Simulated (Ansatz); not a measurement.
# Si13P2Pt3Au2: the cost of one run

Program: Ansatz 0.2.0. Level of theory: DFT PBE, scalar-relativistic, plane waves, PAW. These are calculated values, not measurements.

**1. Starting point**

The cell holds 20 atoms (Au2P2Pt3Si13): a = 6.480 Å, b = 6.786 Å, c = 7.158 Å, α = 87.59°, β = 90.56°, γ = 90.05°.

13 Si, 3 Pt, 2 P, 2 Au were thrown into a skewed cell at random, at 1.00 times a reference volume of the solid, and pushed apart as soft spheres.

Structure file:

```xyz
20
Lattice="6.4794 -0.0023 -0.0331 -0.0023 6.7843 0.1467 -0.0331 0.1467 7.1569" Properties=species:S:1:pos:R:3 pbc="T T T"
Si    3.1447    3.4381    5.3111
Si    1.3095    2.7895    0.0617
Si    4.4508    6.7463    2.6973
Si    4.2820    1.3813    4.7002
Si    5.0051    3.1767    6.5503
Si    0.8772    0.7532    2.2497
Si    1.2405    4.7113    5.4572
Si    2.6304    6.7669    4.0930
Si    3.2539    1.4268    1.0136
Si    3.8337    4.5008    3.2986
Si    6.3521    1.6496    5.6662
Si    3.2871    3.6627    0.6294
Si    4.3955    0.3232    6.7615
Pt    2.5211    2.3399    3.1885
Pt    1.9607    0.4610    6.2948
Pt    6.0793    5.3132    7.1688
P     4.5506    6.0022    4.9359
P     6.3897    5.9916    3.6053
Au    2.0212    5.4171    1.8572
Au    6.4631    3.4182    3.3143
```

**2. Dynamics at 2350 K**

The cutoff is lowered while the worst contacts of the packing are taken out. One k point, a Fermi-Dirac width of 0.203 eV and a fixed cell.

File input.yaml:

```yaml
crystal:
  lattice:
    - [6.479448, -0.002335, -0.033127]
    - [-0.002335, 6.784316, 0.146678]
    - [-0.033127, 0.146678, 7.156887]
  atoms:
    - { symbol: Si, position: [0.4892618834, 0.4910714995, 0.7343030985] }
    - { symbol: Si, position: [0.2022498552, 0.4112206096, 0.0011276366] }
    - { symbol: Si, position: [0.6891036698, 0.9868532922, 0.3598460189] }
    - { symbol: Si, position: [0.66427537, 0.1896467125, 0.6559224407] }
    - { symbol: Si, position: [0.7772705532, 0.4488460715, 0.9096460587] }
    - { symbol: Si, position: [0.1370233408, 0.1043062595, 0.3128404712] }
    - { symbol: Si, position: [0.195529863, 0.6782999259, 0.749506837] }
    - { symbol: Si, position: [0.40914743, 0.9856050903, 0.5535910596] }
    - { symbol: Si, position: [0.5029778452, 0.2074557511, 0.1397007184] }
    - { symbol: Si, position: [0.5942113973, 0.6538884557, 0.4502442531] }
    - { symbol: Si, position: [0.9844760412, 0.2263665408, 0.7916252047] }
    - { symbol: Si, position: [0.5079178877, 0.5383397942, 0.0792659148] }
    - { symbol: Si, position: [0.6832326041, 0.0273933567, 0.9473515814] }
    - { symbol: Pt, position: [0.3914580897, 0.335507372, 0.4404448715] }
    - { symbol: Pt, position: [0.3071269226, 0.0490359776, 0.879954663] }
    - { symbol: Pt, position: [0.9435850254, 0.762069932, 0.9904075181] }
    - { symbol: P, position: [0.7060840622, 0.870370565, 0.6750982467] }
    - { symbol: P, position: [0.9889715678, 0.8728963794, 0.4904402258] }
    - { symbol: Au, position: [0.3134829239, 0.7932985931, 0.2446868853] }
    - { symbol: Au, position: [0.9999924148, 0.4942838614, 0.4575905086] }
  symmetry: { detect: false }
basis:
  ecutwfc: 320
  xc_grid: 1
kpoints:
  mp_grid: { grid: [1, 1, 1], shift: [0.25, 0.25, 0.25] }
hamiltonian:
  xc: pbe
scf:
  occupations: { method: fermi_dirac, width: 0.2025 }
  lower_state_search: "off"
  convergence: { dr2_threshold: 1.0e-05 }
output:
  forces: true
  stress: true
md:
  timestep: 3.0
  n_steps: 24
  ensemble: nvt_langevin
  friction: 0.03
  temperature: 2350.0
  initial_velocities: maxwell_boltzmann
  seed: 69808
```

The run is started by

```bash
ansatz run input.yaml --threads 2 --pin off --max-ram 5120MiB --backend cpu --events-out ev --progress --plain --runs-dir out
```

Q: Estimate wall time and peak memory on 2 threads of Arm Neoverse V1, shared host.

About 37 s, with a peak of 0.44 GiB.
